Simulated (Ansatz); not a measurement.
Run this with the Ansatz DFT code, driven from Python and show what comes out.

`run_md.py`:
```python
"""Molecular dynamics of one C2H3NSe molecule."""

from dataclasses import dataclass

import ansatz as az
import numpy as np


@dataclass(frozen=True)
class Settings:
    basis: str = "def2-SVP"
    xc: str = "blyp"
    n_steps: int = 30
    temperature_k: int = 800


settings = Settings()

geometry_ang = [
    ("C", (-0.5746, 0.6946, -0.1919)),
    ("Se", (0.7242, 0.4113, 1.158)),
    ("C", (1.0912, -1.286, 0.4141)),
    ("N", (1.4399, -2.3165, -0.0224)),
    ("H", (-0.1541, 0.7088, -1.2279)),
    ("H", (-1.0774, 1.7535, -0.0377)),
    ("H", (-1.3879, -0.0336, -0.138)),
]
molecule = az.Crystal.molecule()
for symbol, xyz in geometry_ang:
    molecule = molecule.atom(symbol, xyz)

model = (
    molecule.calculation()
    .basis(gaussian=settings.basis)
    .functional(settings.xc)
    .md("nvt_langevin", timestep=0.5, steps=settings.n_steps, temperature=settings.temperature_k, initial_velocities="maxwell_boltzmann", seed=66, friction=0.02)
)
frames = []
model.session().plan().execute(on_event=lambda e: frames.append(e["data"]) if e["event"] == "md_step" else None)
print("t (fs)   E_pot (eV)      E_kin (eV)   T (K)   d(0-1) (A)")
for f in frames[::2]:
    xyz = np.array(f["positions_ang"])
    print(f"{f['time_fs']:6.2f} {f['lagrangian_ev']:14.5f} {f['e_kin_ev']:10.5f} {f['temperature_k']:8.1f} {np.linalg.norm(xyz[0] - xyz[1]):9.4f}")
print("mean temperature", round(float(np.mean([f["temperature_k"] for f in frames])), 1), "K")
symbols = [site.symbol for site in molecule.cartesian_sites]
with open("last_frame.xyz", "w") as handle:
    handle.write(f"{len(symbols)}\nt = {frames[-1]['time_fs']} fs\n")
    handle.writelines("{:2s} {:10.5f} {:10.5f} {:10.5f}\n".format(s, *xyz) for s, xyz in zip(symbols, frames[-1]["positions_ang"]))
```

Output of `python run_md.py`:
```text
t (fs)   E_pot (eV)      E_kin (eV)   T (K)   d(0-1) (A)
  0.00   -68950.36675    0.62045    685.7    1.8946
  1.00   -68950.34995    0.50969    563.3    1.9102
  2.00   -68950.33290    0.50475    557.8    1.9277
  3.00   -68950.32425    0.48302    533.8    1.9472
  4.00   -68950.32110    0.45095    498.4    1.9679
  5.00   -68950.31752    0.44775    494.8    1.9886
  6.00   -68950.28464    0.42795    473.0    2.0091
  7.00   -68950.24105    0.35817    395.8    2.0286
  8.00   -68950.26914    0.38095    421.0    2.0461
  9.00   -68950.32318    0.41046    453.6    2.0626
 10.00   -68950.37748    0.50482    557.9    2.0763
 11.00   -68950.39213    0.52120    576.0    2.0908
 12.00   -68950.38558    0.48621    537.4    2.1039
 13.00   -68950.37429    0.36502    403.4    2.1173
 14.00   -68950.37828    0.38186    422.0    2.1298
 15.00   -68950.37980    0.42700    471.9    2.1404
mean temperature 492.5 K
```

It writes `last_frame.xyz`:
```text
7
t = 15.0 fs
C    -0.75193    0.68371   -0.30873
Se    0.73619    0.41005    1.20512
C     1.09968   -1.24306    0.41144
N     1.41107   -2.25370   -0.13980
H    -0.12122    0.71933   -1.21379
H    -1.23692    1.61054   -0.00884
H    -1.52688   -0.11871   -0.26267
```

Total energies depend on the basis set; only differences at equal settings carry meaning. The trajectory is only some femtoseconds long, so its temperature is not equilibrated; where the script doesn't relax first, it starts from a rough generated geometry. The printed temperature counts all 3N degrees of freedom under Langevin dynamics, so the first row lies under the target. It ran for 2.1 min on 1 thread of Arm Neoverse N1, with other jobs on the host, peak memory 0.19 GiB.

(Lines on the test bed's own set-up are left out of the output.)
